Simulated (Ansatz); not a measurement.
# Na3Ti2O: the cost of one run

Program: Ansatz 0.2.0. Level of theory: DFT PBE, scalar-relativistic, plane waves, PAW. These are calculated values, not measurements.

1 further run of the same task is left out (it didn't finish).

### Step 1. The structure to begin with

Symmetry: P4/mmm, No. 123, tetragonal system. Conventional cell: a = 4.597 Å, b = 4.597 Å, c = 5.121 Å, α = 90.00°, β = 90.00°, γ = 90.00°. Na (site symmetry 4/mmm) is surrounded by 2 Na at 2.56 Å. Na (site symmetry 4/mmm) has 4 Ti at 2.30 Å and 2 O at 2.56 Å as nearest neighbours. Around Na (site symmetry 4/mmm) lie 4 Ti at 2.30 Å and 2 Na at 2.56 Å. Around Ti (site symmetry mmm) lie 4 Na at 2.30 Å. O (site symmetry 4/mmm) is surrounded by 2 Na at 2.56 Å.

As a file:

```cif
data_structure
_symmetry_space_group_name_H-M 'P 1'
_symmetry_Int_Tables_number 1
_cell_length_a 4.5968
_cell_length_b 4.5968
_cell_length_c 5.1212
_cell_angle_alpha 90.000
_cell_angle_beta 90.000
_cell_angle_gamma 90.000
_cell_volume 108.21
loop_
_atom_site_label
_atom_site_type_symbol
_atom_site_fract_x
_atom_site_fract_y
_atom_site_fract_z
_atom_site_occupancy
Na1 Na 0.50000 0.50000 0.00000 1
Na2 Na 0.00000 0.00000 0.50000 1
Na3 Na 0.50000 0.50000 0.50000 1
Ti1 Ti 0.50000 0.00000 0.50000 1
Ti2 Ti 0.00000 0.50000 0.50000 1
O1 O 0.00000 0.00000 0.00000 1
```

Recipe of the guess: random cell by space group and Wyckoff sites (P4/mmm, No. 123). Lengths come from tabulated atomic sizes and are only a guess.

### Step 2. A first look at the guess

Input file input.yaml:

```yaml
crystal:
  lattice:
    - [4.59679806, 0.0, 0.0]
    - [0.0, 4.59679806, 0.0]
    - [0.0, 0.0, 5.12117809]
  atoms:
    - { symbol: Na, position: [0.5, 0.5, 0.0] }
    - { symbol: Na, position: [0.0, 0.0, 0.5] }
    - { symbol: Na, position: [0.5, 0.5, 0.5] }
    - { symbol: Ti, position: [0.5, 0.0, 0.5], spin: 1.0 }
    - { symbol: Ti, position: [0.0, 0.5, 0.5], spin: 1.0 }
    - { symbol: O, position: [0.0, 0.0, 0.0] }
basis:
  ecutwfc: 420
kpoints:
  mp_grid: { grid: [4, 4, 4] }
hamiltonian:
  xc: pbe
scf:
  occupations: { method: gaussian, width: 0.1 }
  lower_state_search: "off"
output:
  forces: true
  stress: true
  eigenvalues: true
  populations: true
magnetization:
  spin_polarized: true
```

Run with:

```bash
$ ansatz run input.yaml --threads 1 --pin off --max-ram 2560MiB --backend cpu --events-out ev --progress --plain --runs-dir out
```

What time and memory should one allow on 1 thread of Arm Neoverse V2, shared host?

About 17 s, with a peak of 0.41 GiB.
